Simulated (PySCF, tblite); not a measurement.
**C2H8NSi2 radical: geometry, infrared bands and EPR parameters**

Aim: predict the infrared bands and EPR parameters of C2H8NSi2 radical (`[N]=C[SiH2]C[SiH3]`).

Computed with tblite 0.8.0 and PySCF 2.14.0, with density-fitted response routines of our own, on a single molecule in the gas phase. Atoms count from 0, in the outputs and in this text.

## Step 1: The molecule as given

13 atoms, charge 0, multiplicity 2; geometry from: force field or distance geometry start.

Bonds of the start (Å): N0–C1 1.46, C1–Si2 1.86, Si2–C3 1.83, C3–Si4 1.83, C1–H5 1.09, Si2–H6 1.49, Si2–H7 1.49, C3–H8 1.10, C3–H9 1.11, Si4–H10 1.48, Si4–H11 1.49, Si4–H12 1.48.

## Step 2: Optimising the geometry with GFN2-xTB

What the job is given:

```
{"job": {"kind": "relax", "xc": "GFN2-xTB", "basis": "xTB"}, "charge": 0, "multiplicity": 2}
N     -2.572200    -1.272600    -0.037300
C     -2.086300    -0.103400    -0.769700
Si    -0.748200     0.948500    -0.012800
C      0.707600     0.026200     0.603500
Si     1.576700    -0.682400    -0.846700
H     -2.502400     0.133200    -1.750800
H     -0.332600     1.994500    -0.993300
H     -1.329500     1.711600     1.128800
H      1.379600     0.681900     1.170200
H      0.394200    -0.775400     1.304400
H      2.755300    -1.462400    -0.408200
H      0.693500    -1.595000    -1.625800
H      2.059900     0.395700    -1.744700
```

Started as:

```
$ OMP_NUM_THREADS=1 python probes_run.py task.json out
```

This one command runs all jobs of the session in turn.

**Question.** This job is followed by: GFN2-xTB harmonic vibrations, gas phase; UKS B3LYP, pcH-1 on C H N Si, non-relativistic, mean-field spin-orbit, GIAO. What will the session give for the following? strongest single infrared mode (GFN2-xTB); zero-point energy (GFN2-xTB); g(iso) (B3LYP); ⟨S²⟩; largest a(iso) (averaged by class); potential on the surface of density 0.002 e/bohr³, 1st and 99th percentile.

The runs gave:

```
                                                                  quantity                  value
                                 strongest single infrared mode (GFN2-xTB)  2240 cm⁻¹, 440 km/mol
                                              zero-point energy (GFN2-xTB)          52.3 kcal/mol
                                                            g(iso) (B3LYP)                2.00248
                                                                      ⟨S²⟩     0.758 (exact 0.75)
                                        largest a(iso) (averaged by class)    1H on H5, 293.7 MHz
potential on the surface of density 0.002 e/bohr³, 1st and 99th percentile     -1.64 V and 1.50 V
```

The optimisation took 124 steps and gained 1.855 eV; among the close pairs (by a distance rule), N0–C1 changed most, from 1.463 to 1.207 Å. No mode is imaginary among the 33: a minimum at this level. The strongest single mode, at 2240 cm⁻¹, moves mainly H6. GFN2-xTB is a fitted tight-binding method: band positions and strengths are rough. Its intensities can rank the bands wrongly. Most of the unpaired spin sits on N0 (0.85 e). The isotropic g lies 0.2 ppt above the free-electron value. The conformer search (at its own cheap level) found a structure 3.4 kcal/mol lower, so these spectra needn't be the molecule's.
